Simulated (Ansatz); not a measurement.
Predict the output of the script below (the Python package of Ansatz (0.2.0)).

`c3h7fsi.xyz`
```text
12

C    -1.39930   -0.94100    0.28060
C    -0.89720    0.46560    0.53360
F    -1.74750    1.32990    1.17140
C     0.38960    0.95710    0.20470
Si    1.69750    0.12660   -0.67380
H    -1.71450   -1.35810    1.21540
H    -0.72740   -1.55430   -0.25300
H    -2.31720   -0.79400   -0.34300
H     0.54430    1.98780    0.52890
H     2.83720    1.07590   -0.76230
H     1.25500   -0.29630   -1.98810
H     2.15660   -1.05410    0.11960
```

The script, `run_opt.py`:
```python
"""Relax the C3H7FSi molecule."""

import ansatz as az
import numpy as np


def main() -> None:
    mol = az.Crystal.molecule_from_extxyz("c3h7fsi.xyz")

    job = mol.calculation().basis(gaussian="cc-pVDZ").functional("r2scan", dispersion="d3bj")
    symbols = [site.symbol for site in mol.cartesian_sites]
    start = np.array([site.position_ang for site in mol.cartesian_sites], dtype=float)
    def progress(event):
        if event["event"] == "relax_step":
            row = event["data"]
            print(f"step {row['step']:3d}  E = {row['lagrangian_ev']:.6f} eV  largest force component {row['allowed_force_max_ev_ang']:.4f} eV/A")


    r = job.relax(force_tolerance=0.02).session().plan().execute(on_event=progress).report
    end = np.array(r["positions_ang"])

    print(f"E = {r['free_energy_ev']:.6f} eV = {r['free_energy_ev'] / 27.211386246:.7f} Ha")
    print("converged:", r["converged"], " doubts:", r["published_state_doubts"] or "none")

    print("final positions (A) and the move of each atom")
    for symbol, xyz, old in zip(symbols, end, start):
        print(f"{symbol:2s} {xyz[0]:10.5f} {xyz[1]:10.5f} {xyz[2]:10.5f}   {np.linalg.norm(xyz - old):7.4f}")

    charges = r["charge_distribution"]
    dipole = np.array(charges["dipole_moment_e_ang"]) * 4.803205
    print("dipole (D): {:.3f} {:.3f} {:.3f}, length {:.3f}".format(*dipole, np.linalg.norm(dipole)))
    print("atom  Mulliken   Lowdin")
    for symbol, m, l in zip(symbols, charges["mulliken_charges_e"], charges["lowdin_charges_e"]):
        print(f"{symbol:4s} {m:9.3f} {l:8.3f}")


if __name__ == "__main__":
    main()
```

```console
$ python run_opt.py
DeckWarning: the engine holds no damping parameters fitted to this dispersion correction and functional, so the run takes those fitted to r2scan beside the three-body term, which d3bj leaves out (hamiltonian.dispersion, under Limitations)
step   1  E = -13814.961488 eV  largest force component 4.6192 eV/A
step   2  E = -13815.350247 eV  largest force component 1.6402 eV/A
step   3  E = -13815.391340 eV  largest force component 0.4747 eV/A
step   4  E = -13815.396030 eV  largest force component 0.4055 eV/A
step   5  E = -13815.403318 eV  largest force component 0.1705 eV/A
step   6  E = -13815.404240 eV  largest force component 0.0588 eV/A
step   7  E = -13815.404490 eV  largest force component 0.0388 eV/A
step   8  E = -13815.404630 eV  largest force component 0.0077 eV/A
E = -13815.404640 eV = -507.7067561 Ha
converged: True  doubts: none
final positions (A) and the move of each atom
C    -1.39584   -0.86867    0.26145    0.0749
C    -0.86721    0.49147    0.54071    0.0402
F    -1.78907    1.24868    1.19279    0.0937
C     0.32911    1.01821    0.24357    0.0944
Si    1.69449    0.10320   -0.64814    0.0349
H    -1.67759   -1.36582    1.20412    0.0394
H    -0.65811   -1.49076   -0.26267    0.0945
H    -2.30816   -0.80101   -0.35358    0.0156
H     0.48905    2.05617    0.55731    0.0924
H     2.86158    1.02491   -0.81176    0.0751
H     1.25566   -0.36300   -2.00570    0.0690
H     2.14318   -1.10829    0.11591    0.0559
dipole (D): -0.382 -0.999 -0.207, length 1.089
atom  Mulliken   Lowdin
C       -0.043    0.023
C        0.085   -0.245
F       -0.185    0.200
C       -0.207   -0.158
Si       0.270    0.230
H        0.072    0.032
H        0.065    0.030
H        0.072    0.032
H        0.041    0.029
H       -0.054   -0.053
H       -0.058   -0.060
H       -0.058   -0.060
```
(Warnings from the package without file and line.)

Total energies depend on the basis set; only differences at equal settings carry meaning. The end point is the stationary point reached from this start; no frequency run checks that it is a minimum, and the basis set is modest. The Löwdin charges here are taken after orthogonalising the functions within each atom; they differ from plain Löwdin charges, and their signs can be unphysical. A dispersion term here runs with damping parameters fitted for another variant or functional. It ran for 73 s on 1 thread of Arm Neoverse V1, with other jobs on the host, peak memory 0.23 GiB.
